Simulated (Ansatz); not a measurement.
# SnSe2: the cost of one run

Method: DFT r2SCAN, scalar-relativistic, plane waves, PAW, in Ansatz 0.2.0.

The COD entry's cell or inner coordinates are ideal or old and differ from later refinements, so a difference from it is no clean test against experiment.

### 1 Starting point

It takes space group P-3m1 (No. 164, trigonal). Conventional cell: a = 3.811 Å, b = 3.811 Å, c = 6.137 Å, α = 90.00°, β = 90.00°, γ = 120.00°. Around Sn (site symmetry -3m) lie 6 Se at 2.68 Å. Around Se (site symmetry 3m) lie 3 Sn at 2.68 Å.

Coordinates:

```cif
data_structure
_symmetry_space_group_name_H-M 'P 1'
_symmetry_Int_Tables_number 1
_cell_length_a 3.8110
_cell_length_b 3.8110
_cell_length_c 6.1370
_cell_angle_alpha 90.000
_cell_angle_beta 90.000
_cell_angle_gamma 120.000
_cell_volume 77.19
loop_
_atom_site_label
_atom_site_type_symbol
_atom_site_fract_x
_atom_site_fract_y
_atom_site_fract_z
_atom_site_occupancy
Sn1 Sn 0.00000 0.00000 0.00000 1
Se1 Se 0.33333 0.66667 0.25000 1
Se2 Se 0.66667 0.33333 0.75000 1
```

The structure comes from the Crystallography Open Database.

### 2 Quick check of gap, pressure and forces

Contents of input.yaml:

```yaml
crystal:
  lattice:
    - [3.8109987816, 0.0, 0.0]
    - [-1.9054993908, 3.3004217586, 0.0]
    - [0.0, 0.0, 6.137]
  atoms:
    - { symbol: Sn, position: [0.0, 0.0, 0.0] }
    - { symbol: Se, position: [0.3333333333, 0.6666666667, 0.25] }
    - { symbol: Se, position: [0.6666666667, 0.3333333333, 0.75] }
basis:
  ecutwfc: 500
kpoints:
  mp_grid: { grid: [6, 6, 4] }
hamiltonian:
  xc: r2scan
scf:
  occupations: { method: gaussian, width: 0.1 }
output:
  forces: true
  stress: true
  eigenvalues: true
```

**Question.** How long does this run take on 1 thread of an x86-64 CPU, shared host, and how much memory does it need?

About 8 s, with a peak of 0.66 GiB.
